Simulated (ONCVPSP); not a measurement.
# C: generating and testing an ONCV potential

Task: generate the file, and judge it by its errors in other configurations, its logarithmic derivatives, its ghosts and its cutoff.

Program: ONCVPSP 4.0.1.1 (patched build). Reference atom: PBEsol, scalar-relativistic, spherical and spin-unpolarised. All values are calculated.

## 1. Settings

The settings as typed:

```json
{
 "element": "carbon (C, Z = 6)",
 "type": "optimised norm-conserving Vanderbilt (ONCV)",
 "frozen core": "[He]",
 "valence charge": "4",
 "reference configuration": "2s2 2p2",
 "partial waves": "2s: rc 1.30 bohr, ncon 3, nbas 6, qcut 6.4 1/bohr, local; 2p: rc 1.60 bohr, ncon 4, nbas 8, qcut 4.6 1/bohr, 2 projectors, debl 3.3 Ha; d scattering state at 0.31 Ha: rc 1.70 bohr, ncon 3, nbas 6, qcut 6.3 1/bohr, 3 projectors, debl 1.2 Ha",
 "local potential": "the s channel",
 "core correction": "Teter function, fcfact 4.75, rcfact 1.5"
}
```

An earlier all-electron run gives the scale for the radii.

All-electron outer shells of the reference configuration (PBEsol, scalar-relativistic, ld1.x):

```
shell  level (eV)  outermost node (bohr)  outermost maximum (bohr)
   1s     -272.04                      –                      0.18
   2s      -13.65                   0.38                      1.22
   2p       -5.23                      –                      1.20
```

## 2. Generation

The input, C.dat:

```
# ATOM AND REFERENCE CONFIGURATION
# atsym  z   nc   nv     iexc    psfile
  C 6.00    1    2  -116133      upf
#
#   n    l    f
    1    0    2.00
    2    0    2.00
    2    1    2.00
#
# PSEUDOPOTENTIAL AND OPTIMIZATION
# lmax
    2
#
#   l,   rc,      ep,       ncon, nbas, qcut
    0    1.30    0.00    3    6    6.40
    1    1.60    0.00    4    8    4.60
    2    1.70    0.31    3    6    6.30
#
# LOCAL POTENTIAL
# lloc, lpopt,  rc(5),   dvloc0
    0    5    1.30    0.00
#
# VANDERBILT-KLEINMAN-BYLANDER PROJECTORs
# l, nproj, debl
    0    0    2.10
    1    2    3.30
    2    3    1.20
#
# MODEL CORE CHARGE
# icmod, fcfact, rcfact
    3    4.75    1.50
#
# LOG DERIVATIVE ANALYSIS
# epsh1, epsh2, depsh
   -2.00    5.00    0.02
#
# OUTPUT GRID
# rlmax, drl
    6.00    0.01
#
# TEST CONFIGURATIONS
# ncnf
    4
# nvcnf
#   n    l    f
    2
    2    0    2.00
    2    1    1.00
#
    2
    2    0    2.00
    2    1    0.00
#
    2
    2    0    1.00
    2    1    0.00
#
    2
    2    0    1.00
    2    1    2.00
#
```

Started as:

```sh
oncvpsp.x < C.dat > C.out
```

Before running it: what results should come out? Wanted: cutoffs for 1 and 0.1 mHa per electron, occupied waves; bound ghosts; GHOST(+) flags; largest test error; largest phase difference near zero energy, channels read; rms error of d²Exc/dn², without and with the model core.

**Answer**, as computed:

| quantity | value |
| --- | --- |
| cutoffs for 1 and 0.1 mHa per electron, occupied waves | 56 Ha and 79 Ha |
| bound ghosts | none found |
| GHOST(+) flags | none at low energy |
| largest test error (AE − PS) | +552 meV, for 2s1 2p0 |
| largest phase difference near zero energy, channels read | 0.004 rad |
| rms error of d²Exc/dn², without and with the model core | 1.76 and 1.14 mHa |

In words: The worst unpolarised test, 2s1 2p0, is off by 552 meV on 82.8 eV; by total energies transferability rates as poor. That test lies far up in energy; among those under 40 eV, nearer to bonding, the largest error is 278 meV. By its cutoff, 56 Ha for the looser tolerance, it is hard. At the looser tolerance the 2p wave is the slowest; 2s needs 15 Ha. It is free of bound ghosts as far as tested. Near zero energy the phases of the channels with partial waves agree within 0.004 rad. These are tests on the free atom; a crystal test is still owed.
